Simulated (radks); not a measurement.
# Se²⁺ inside a hard spherical wall

Aim: energy, levels and pressure of Se²⁺ as a wall, at which all orbitals vanish, closes in. The configuration stays [Ar] 3d10 4s2 4p2.

Program: radks (a radial shooting solver on a logarithmic mesh, Libxc functionals) version 1. Level of theory: non-relativistic Kohn-Sham, LDA (Slater exchange, Perdew-Wang correlation), spin-polarised, spherical densities, point nucleus; open shells are filled with parallel spins first. These are calculated values, not measurements, unless marked.

### Step 1. The system

| Property | Result |
| --- | --- |
| element | selenium (Z = 34) |
| charge | +2 |
| electrons | 32 |
| configuration | [Ar] 3d10 4s2 4p2 |

Outer shells as boxes (Hund's rule):

Se²⁺
```
[Ar] core
3d [↑↓][↑↓][↑↓][↑↓][↑↓]
4s [↑↓]
4p [↑ ][↑ ][  ]
```

### Step 2. The free atom

Input:

```text
Z 34
configuration [Ar] 3d10 4s2 4p2 5s0 4d0 5p0
relativity non-relativistic
functional lda,pw
spin polarised
nucleus point
```

### Step 3. Wall at 15 bohr

Input: that of step 2 with these lines changed.

```diff
@@ -6 +6,2 @@
 nucleus point
+wall 15 bohr
```

### Step 4. Wall at 12 bohr

Input: that of step 3 with these lines changed.

```diff
@@ -6,2 +6,2 @@
 nucleus point
-wall 15 bohr
+wall 12 bohr
```

### Step 5. Wall at 8 bohr

Input: that of step 4 with these lines changed.

```diff
@@ -6,2 +6,2 @@
 nucleus point
-wall 12 bohr
+wall 8 bohr
```

### Step 6. Wall at 7 bohr

Input: that of step 5 with these lines changed.

```diff
@@ -6,2 +6,2 @@
 nucleus point
-wall 8 bohr
+wall 7 bohr
```

### Step 7. Wall at 3 bohr

Input: that of step 6 with these lines changed.

```diff
@@ -6,2 +6,2 @@
 nucleus point
-wall 7 bohr
+wall 3 bohr
```

### Step 8. Wall at 2 bohr

Input: that of step 7 with these lines changed.

```diff
@@ -6,2 +6,2 @@
 nucleus point
-wall 3 bohr
+wall 2 bohr
```

### Step 9. Wall at 1.5 bohr

Input: that of step 8 with these lines changed.

```diff
@@ -6,2 +6,2 @@
 nucleus point
-wall 2 bohr
+wall 1.5 bohr
```

Q: Predict the outcome of this session. Wanted: for each run, R; E − E(free); ε(4p); ε(4d, empty); ε(5s, empty); ε(5p, empty); pressure.

**Answer**, as computed:

| R (bohr) | E − E(free) (eV) | ε(4p) (eV) | ε(4d, empty) (eV) | ε(5s, empty) (eV) | ε(5p, empty) (eV) | pressure (GPa) |
| --- | --- | --- | --- | --- | --- | --- |
| free | 0.000 | -26.428 | -11.465 | -11.384 | -8.411 | 0 |
| 15 | 0.000 | -26.428 | -11.465 | -11.384 | -8.411 | < 0.0001 |
| 12 | 0.000 | -26.428 | -11.464 | -11.383 | -8.402 | < 0.0001 |
| 8 | 0.000 | -26.427 | -11.433 | -11.223 | -7.903 | 0.000631 |
| 7 | 0.002 | -26.423 | -11.350 | -10.867 | -7.152 | 0.00902 |
| 3 | 16.332 | -17.692 | 5.841 | 38.603 | 51.493 | 329 |
| 2 | 148.16 | 26.371 | 62.933 | 191.53 | 209.70 | 7651 |
| 1.5 | 549.20 | 130.13 | 171.90 | 477.27 | 491.11 | 60924 |

In words: Eigenvalues are for spin up. At the tightest wall, 1.5 bohr, the energy stands 549.20 eV above the free atom and the pressure, −dE/dV, is 60924 GPa. Of the levels in the table that exist at both ends, 5p (empty) rises most from the free atom (499.52 eV). From R = 2 bohr inwards the highest occupied level lies above zero, pushed up by confinement. Shells are not refilled when levels cross, and a hard wall is a model, not a crystal.
